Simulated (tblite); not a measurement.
# C3H10OSSi2: the cost of one run

Programs: tblite 0.8.0 and PySCF 2.14.0, with density-fitted response routines of our own. Each step states its level of theory. These are calculated values for one molecule in the gas phase, unless marked as measured. Atoms count from 0, in the outputs and in this text.

## Step 1: Starting geometry

17 atoms, charge 0, multiplicity 1; geometry from: force field or distance geometry start.

Bonds of the start (Å): C0–C1 1.33, C1–O2 1.35, O2–C3 1.45, C3–Si4 1.86, Si4–S5 2.14, S5–Si6 2.14, C0–H7 1.09, C0–H8 1.08, C1–H9 1.10, C3–H10 1.10, C3–H11 1.11, Si4–H12 1.49, Si4–H13 1.49, Si6–H14 1.48, Si6–H15 1.50, Si6–H16 1.48.

## Step 2: Relaxing the molecule with GFN2-xTB

The job: settings as JSON, then the geometry in Å.

```
{"job": {"kind": "relax", "xc": "GFN2-xTB", "basis": "xTB"}, "charge": 0, "multiplicity": 1}
C     -1.608800    -0.963300     2.711100
C     -0.449200    -0.416700     2.352900
O     -0.063300     0.134200     1.177400
C     -1.048900     0.173200     0.111800
Si    -0.475600     0.936500    -1.484300
S      0.867300    -0.341800    -2.561600
Si     2.548400    -0.048500    -1.270300
H     -1.742600    -1.362900     3.714200
H     -2.462200    -1.023000     2.044800
H      0.386500    -0.378300     3.059500
H     -1.917400     0.742800     0.461100
H     -1.379600    -0.861400    -0.094700
H      0.143300     2.272800    -1.276800
H     -1.649600     1.137800    -2.375400
H      3.748800    -0.580900    -1.943000
H      2.340600    -0.805500     0.003400
H      2.755300     1.397100    -1.001200
```

On the command line:

```bash
> OMP_NUM_THREADS=1 python probes_run.py task.json out
```

The driver reads the jobs from task.json and runs them one after another.

**Question.** How long does this first job take on 1 thread of Arm Neoverse V1, shared host, and how much memory does it need?

About 1.2 s, with a peak of 0.18 GiB.
